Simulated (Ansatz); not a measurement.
## C2H6AlN, SMILES C=[N][AlH][CH3]: a rigid scan of one bond length

Computed with Ansatz 0.2.0, Python API.

The script, `run_scan.py`:
```python
'''Stretching a bond of C2H6AlN, the rest held rigid.'''

import ansatz as az
import numpy as np

geometry = (
    az.Crystal.molecule()
    .atom('C', [-0.4896, 2.3034, -0.5312])
    .atom('N', [-0.3073, 1.3644, 0.2495])
    .atom('Al', [0.0345, -0.3865, -0.3991])
    .atom('C', [0.4954, -1.8486, 0.9048])
    .atom('H', [-0.5323, 2.2081, -1.639])
    .atom('H', [-0.7446, 3.347, -0.1355])
    .atom('H', [0.1212, -0.6782, -1.9508])
    .atom('H', [0.6537, -2.7832, 0.3471])
    .atom('H', [-0.4576, -1.9754, 1.6089])
    .atom('H', [1.3097, -1.6022, 1.5483])
)

symbols = [site.symbol for site in geometry.cartesian_sites]
start = np.array([site.position_ang for site in geometry.cartesian_sites])
axis = (start[5] - start[0]) / np.linalg.norm(start[5] - start[0])
moving = [5]
lengths, energies = [1.007, 1.053, 1.099, 1.145, 1.191, 1.236, 1.282, 1.351], []
for length in lengths:
    xyz = start.copy()
    xyz[moving] += (length - np.linalg.norm(start[5] - start[0])) * axis
    point = az.Crystal.molecule()
    for symbol, place in zip(symbols, xyz):
        point = point.atom(symbol, place.tolist())
    calc = point.calculation()
    calc = calc.basis(gaussian='def2-SVP')
    calc = calc.functional('r2scan', dispersion='d3bj')
    data = calc.run(threads=1).report
    energies.append(data['free_energy_ev'])
    print(f'r = {length:6.3f} A  E = {energies[-1]:.5f} eV  <S^2> = {abs(data["mean_field"]["state"]["spin_squared"]):.3f}')

# quartic fit about the minimum
fit = np.polynomial.Polynomial.fit(lengths, np.array(energies) - min(energies), 4).convert()
roots = [r.real for r in fit.deriv().roots() if abs(r.imag) < 1e-9 and fit.deriv(2)(r.real) > 0]
r_e = min(roots, key=lambda r: abs(r - lengths[int(np.argmin(energies))]))
print(f'minimum of the fit at {r_e:.4f} A, force constant {fit.deriv(2)(r_e):.2f} eV/A^2')
```

```console
$ python run_scan.py
DeckWarning: the engine holds no damping parameters fitted to this dispersion correction and functional, so the run takes those fitted to r2scan beside the three-body term, which d3bj leaves out (hamiltonian.dispersion, under Limitations)
r =  1.007 A  E = -10250.04188 eV  <S^2> = 0.000
r =  1.053 A  E = -10250.19776 eV  <S^2> = 0.000
r =  1.099 A  E = -10250.26216 eV  <S^2> = 0.000
r =  1.145 A  E = -10250.25677 eV  <S^2> = 0.000
r =  1.191 A  E = -10250.19871 eV  <S^2> = 0.000
r =  1.236 A  E = -10250.10392 eV  <S^2> = 0.000
r =  1.282 A  E = -10249.97859 eV  <S^2> = 0.000
r =  1.351 A  E = -10249.75435 eV  <S^2> = 0.000
minimum of the fit at 1.1175 A, force constant 29.61 eV/A^2
```
(Warnings from the package without file and line.)

Notes:
- Total energies depend on the basis set; only differences at equal settings carry meaning.
- The rest of the molecule is held rigid at a force-field or estimated start geometry, and the basis set is modest; single-reference methods fail as a bond breaks.
- The orbitals are restricted, so S² is zero by construction.
- A dispersion term here runs with damping parameters fitted for another variant or functional.
- Finished in 37 s on 1 thread of Arm Neoverse V1, with other jobs on the host, peak memory 0.21 GiB.
